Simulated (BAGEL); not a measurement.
# CH2F3Si (SMILES [CH2][Si](F)(F)F): UHF/3-21G (density fitting with qzvpp-jkfit)

What is the vertical ionisation energy of CH2F3Si at UHF/3-21G (density fitting with qzvpp-jkfit)? 

The results are computed with BAGEL 1.2.2.

## Step 1: The molecule

The species is CH2F3Si (7 atoms), meant as a doublet with charge 0. SMILES: `[CH2][Si](F)(F)F`. Geometry: relaxed at PBE0-D4/def2-TZVP.

Bond lengths: C1–Si2 1.812 Å, Si2–F3 1.577 Å, Si2–F4 1.578 Å, Si2–F5 1.577 Å, C1–H6 1.084 Å, C1–H7 1.084 Å. Angles: C1–Si2–F3 111.1°, C1–Si2–F4 112.7°, C1–Si2–F5 111.2°, F3–Si2–F4 106.8°, F3–Si2–F5 108.2°, F4–Si2–F5 106.7°, Si2–C1–H6 122.2°, Si2–C1–H7 122.2°, H6–C1–H7 115.6°.

## Step 2: The energy at UHF/3-21G (density fitting with qzvpp-jkfit)

Contents of calc.json:

```json
{ "bagel" : [

{
  "title" : "molecule",
  "basis" : "3-21g",
  "df_basis" : "qzvpp-jkfit",
  "angstrom" : true,
  "geometry" : [
    { "atom" : "C", "xyz" : [   -0.691800,    0.401700,    0.763500 ] },
    { "atom" : "Si", "xyz" : [    0.442900,   -0.260900,   -0.483500 ] },
    { "atom" : "F", "xyz" : [    0.009400,    0.178500,   -1.934200 ] },
    { "atom" : "F", "xyz" : [    0.495400,   -1.838000,   -0.481100 ] },
    { "atom" : "F", "xyz" : [    1.916900,    0.241300,   -0.236600 ] },
    { "atom" : "H", "xyz" : [   -1.731100,    0.616200,    0.542200 ] },
    { "atom" : "H", "xyz" : [   -0.380400,    0.593100,    1.784100 ] }
  ]
},
{ "title" : "uhf", "nopen" : 1 },
{ "title" : "print", "file" : "orbitals.molden", "orbitals" : true }

]}
```

Command:

```
$ BAGEL_NUM_THREADS=1 BAGEL calc.json > calc.out
```

Output:

```text
* using 1 threads per process

  ===============================================================
  ===============================================================

  *** Geometry ***

  { "atom" : "C", "xyz" : [     -1.307313,      0.759103,      1.442806 ] },
  { "atom" : "Si", "xyz" : [      0.836960,     -0.493030,     -0.913683 ] },
  { "atom" : "F", "xyz" : [      0.017763,      0.337316,     -3.655108 ] },
  { "atom" : "F", "xyz" : [      0.936170,     -3.473317,     -0.909147 ] },
  { "atom" : "F", "xyz" : [      3.622416,      0.455991,     -0.447109 ] },
  { "atom" : "H", "xyz" : [     -3.271305,      1.164449,      1.024610 ] },
  { "atom" : "H", "xyz" : [     -0.718852,      1.120797,      3.371460 ] },

  Number of auxiliary basis functions:      470

  Since a DF basis is specified, we compute 2- and 3-index integrals:
    o Being stored without compression. Storage requirement is 0.011 GB

  Number of basis functions:       53
  Number of electrons      :       49

    * METHOD: MOLECULE                             0.14

  *** Open-shell HF ***

  === Nuclear Repulsion ===
   252.9033893138

      * DIIS with orbital gradients will be used.

  === UHF iteration (3-21g) ===
      0       -622.90511388          0.05755243           0.08
      1       -623.05356118          0.03150130           0.08
      2       -623.08781401          0.01669763           0.07
      3       -623.10111943          0.00063787           0.08
      4       -623.10132428          0.00011971           0.07
      5       -623.10136400          0.00006396           0.08
      6       -623.10138558          0.00001806           0.08
      7       -623.10139010          0.00000831           0.08
      8       -623.10139130          0.00000304           0.07
      9       -623.10139141          0.00000076           0.08
     10       -623.10139142          0.00000024           0.07
     11       -623.10139142          0.00000008           0.07
     12       -623.10139142          0.00000004           0.07
     13       -623.10139142          0.00000001           0.07
     14       -623.10139142          0.00000000           0.07
    * SCF iteration converged.

    * S^2 (UHF) is 0.7598

    * Permanent dipole moment:
           (    0.750059,    -0.428775,    -0.823255) a.u.

    * METHOD: UHF                                  1.22

    * METHOD: PRINT                                0.01

  ===============================================================
```

Run time: 1.5 s. Hardware: 1 thread of Arm Neoverse V2, shared host.

## Step 3: The singlet cation

Contents of job.json:

```json
{ "bagel": [

{
  "title": "molecule",
  "basis": "3-21g",
  "df_basis": "qzvpp-jkfit",
  "angstrom": true,
  "geometry": [
    { "atom": "C", "xyz": [      -0.691800,       0.401700,       0.763500 ] },
    { "atom": "Si", "xyz": [       0.442900,      -0.260900,      -0.483500 ] },
    { "atom": "F", "xyz": [       0.009400,       0.178500,      -1.934200 ] },
    { "atom": "F", "xyz": [       0.495400,      -1.838000,      -0.481100 ] },
    { "atom": "F", "xyz": [       1.916900,       0.241300,      -0.236600 ] },
    { "atom": "H", "xyz": [      -1.731100,       0.616200,       0.542200 ] },
    { "atom": "H", "xyz": [      -0.380400,       0.593100,       1.784100 ] }
  ]
},

{
  "title": "hf",
  "charge": 1
},

{
  "title": "print",
  "file": "orbitals.molden",
  "orbitals": true
}

]}
```

Command:

```
$ BAGEL_NUM_THREADS=1 BAGEL job.json > job.out
```

Output:

```text
* using 1 threads per process

  ===============================================================
  ===============================================================

  *** Geometry ***

  { "atom" : "C", "xyz" : [     -1.307313,      0.759103,      1.442806 ] },
  { "atom" : "Si", "xyz" : [      0.836960,     -0.493030,     -0.913683 ] },
  { "atom" : "F", "xyz" : [      0.017763,      0.337316,     -3.655108 ] },
  { "atom" : "F", "xyz" : [      0.936170,     -3.473317,     -0.909147 ] },
  { "atom" : "F", "xyz" : [      3.622416,      0.455991,     -0.447109 ] },
  { "atom" : "H", "xyz" : [     -3.271305,      1.164449,      1.024610 ] },
  { "atom" : "H", "xyz" : [     -0.718852,      1.120797,      3.371460 ] },

  Number of auxiliary basis functions:      470

  Since a DF basis is specified, we compute 2- and 3-index integrals:
    o Being stored without compression. Storage requirement is 0.011 GB

  Number of basis functions:       53
  Number of electrons      :       49

    * METHOD: MOLECULE                             0.14

  *** RHF ***

  === Nuclear Repulsion ===
   252.9033893138

      * DIIS with orbital gradients will be used.

  === RHF iteration (3-21g) ===
      0       -622.44293868          0.03207513           0.04
      1       -622.64032429          0.01874894           0.03
      2       -622.70732010          0.00139751           0.03
      3       -622.70817770          0.00032893           0.04
      4       -622.70823217          0.00011401           0.03
      5       -622.70823965          0.00003764           0.03
      6       -622.70824013          0.00001457           0.04
      7       -622.70824021          0.00000176           0.04
      8       -622.70824021          0.00000039           0.04
      9       -622.70824021          0.00000013           0.04
     10       -622.70824021          0.00000006           0.04
     11       -622.70824021          0.00000002           0.04
     12       -622.70824021          0.00000001           0.04
     13       -622.70824021          0.00000001           0.04
    * SCF iteration converged.

    * Permanent dipole moment:
           (    2.589871,    -1.485795,    -2.848252) a.u.

    * METHOD: HF                                   0.60

    * METHOD: PRINT                                0.01

  ===============================================================
```

It took 0.9 s on 1 thread of Arm Neoverse V2, shared host.

## Step 4: What came out

At UHF/3-21G (density fitting with qzvpp-jkfit):

| quantity | value |
| --- | --- |
| doublet CH2F3Si: total energy | -623.10139 Eh |
| doublet CH2F3Si: dipole moment | 3.03 D |
| doublet CH2F3Si: ⟨S²⟩ | 0.760 |
| singlet cation: total energy | -622.70824 Eh |
| singlet cation: HOMO energy | -22.69 eV |
| singlet cation: LUMO energy | -9.32 eV |
| singlet cation: HOMO–LUMO gap | 13.38 eV |
| vertical ionisation energy (to the singlet cation) | 10.698 eV |

What this shows: Removing an electron at fixed nuclei costs 10.70 eV (247 kcal/mol). Only the singlet of the ionised species was computed; a triplet could lie lower.
